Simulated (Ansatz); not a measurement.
# H₆InNSi: up Jacob's ladder to CCSD(T)

An exercise on one series of results from a longer session: the logs are not shown, and one member is left open.

The runs use Ansatz 0.2.0, Gaussian basis; functionals in def2-TZVPP, the program's frozen cores in correlated methods.

Plan: LDA (SPW92), PBE-D4, revPBE-D4, BLYP-D4, r2SCAN-D4, B97M-V, PBE0-D4, B3LYP-D4, r2SCANh-D4, r2SCAN0-D4, HSE06-D4, BHLYP-D4, CAM-B3LYP-D4, LC-ωPBE, ωB97X-V, ωB97M-V, B2PLYP, PBE-QIDH; CCSD(T)/def2-SVP; CCSD(T)/def2-TZVPP; MP2/def2-QZVPP; extrapolation to the limit; RPA on PBE.

## Structure used throughout

An earlier PBE0-D4 in a triple-zeta def2 set relaxation fixed the geometry. In takes the def2 core potential; no spin-orbit term is included.

9 atoms, charge 0, spin multiplicity 1.

Atoms are counted from 1 here; the program's logs count them from 0.

Bond lengths: N1–In2 2.088 Å, N1–H4 1.012 Å, N1–H5 1.012 Å, Si3–H6 1.486 Å, Si3–H7 1.481 Å, Si3–H8 1.483 Å, Si3–H9 1.492 Å. Angles: In2–N1–H4 124.5°, In2–N1–H5 124.4°, H4–N1–H5 108.2°, H6–Si3–H7 110.9°, H6–Si3–H8 110.6°, H6–Si3–H9 107.4°, H7–Si3–H8 111.7°, H7–Si3–H9 108.2°, H8–Si3–H9 107.8°.

Set-up of the first run:

Contents of in.yaml:

```yaml
crystal:
  periodic: [false, false, false]
  atoms:
    - {symbol: N, position_ang: [0.301504, 0.243663, -1.718986]}
    - {symbol: In, position_ang: [0.862355, 2.242835, -1.503303]}
    - {symbol: Si, position_ang: [-0.282350, -0.387356, 1.387030]}
    - {symbol: H, position_ang: [0.951402, -0.526626, -1.811133]}
    - {symbol: H, position_ang: [-0.602962, -0.064235, -2.052575]}
    - {symbol: H, position_ang: [0.825942, 0.602133, 1.399913]}
    - {symbol: H, position_ang: [0.115707, -1.618517, 0.665711]}
    - {symbol: H, position_ang: [-1.510120, 0.212241, 0.811295]}
    - {symbol: H, position_ang: [-0.572978, -0.750440, 2.804947]}
basis:
  gaussian: {orbitals: def2-TZVPP}
hamiltonian: {xc: lda}
output: {orbitals: {seedname: orbitals}}
```

Started as:

```
$ ansatz run in.yaml --threads 2 --pin off --events-out ev --progress --plain --max-ram 4352MiB
```

Steps of the session up to this table: LDA; PBE-D4 (GGA); revPBE-D4 (GGA); BLYP-D4 (GGA); r2SCAN-D4 (meta-GGA); B97M-V (meta-GGA); PBE0-D4 (hybrid); B3LYP-D4 (hybrid); r2SCANh-D4 (hybrid); r2SCAN0-D4 (hybrid); HSE06-D4 (hybrid); BHLYP-D4 (hybrid); CAM-B3LYP-D4 (range-separated); LC-ωPBE (range-separated); ωB97X-V (range-separated); ωB97M-V (range-separated); B2PLYP (double hybrid); PBE-QIDH (double hybrid).

One of the session's tables, all rows but one given; the rest of the session is left out.

It belongs to the step «Frontier levels by functional». 

| functional | HOMO (eV) | LUMO (eV) | gap (eV) |
| --- | --- | --- | --- |
| LDA (SPW92) | -5.39 | -2.38 | 3.00 |
| PBE-D4 | -5.16 | -2.15 | 3.01 |
| revPBE-D4 | -5.07 | -2.06 | 3.02 |
| BLYP-D4 | -5.02 | -2.12 | 2.90 |
| r2SCAN-D4 | -5.39 | -1.96 | 3.43 |
| B97M-V | -5.35 | -2.18 | 3.17 |
| PBE0-D4 | -6.30 | -1.49 | 4.82 |
| B3LYP-D4 | -6.11 | -1.74 | 4.37 |
| r2SCANh-D4 | -5.84 | -1.72 | 4.11 |
| r2SCAN0-D4 | -6.48 | -1.38 | 5.10 |
| HSE06-D4 | -5.91 | -1.84 | 4.07 |
| BHLYP-D4 | -7.27 | -0.89 | 6.38 |
| CAM-B3LYP-D4 | ? | ? | ? |
| LC-ωPBE | -8.78 | 0.30 | 9.08 |
| ωB97X-V | -8.50 | 0.19 | 8.69 |
| ωB97M-V | -8.47 | -0.07 | 8.40 |

Estimate the missing values for CAM-B3LYP-D4.

The run gave: HOMO (eV): -7.60; LUMO (eV): -0.71; gap (eV): 6.89. In the column «HOMO (eV)» it lies between ωB97M-V (-8.47) and BHLYP-D4 (-7.27).
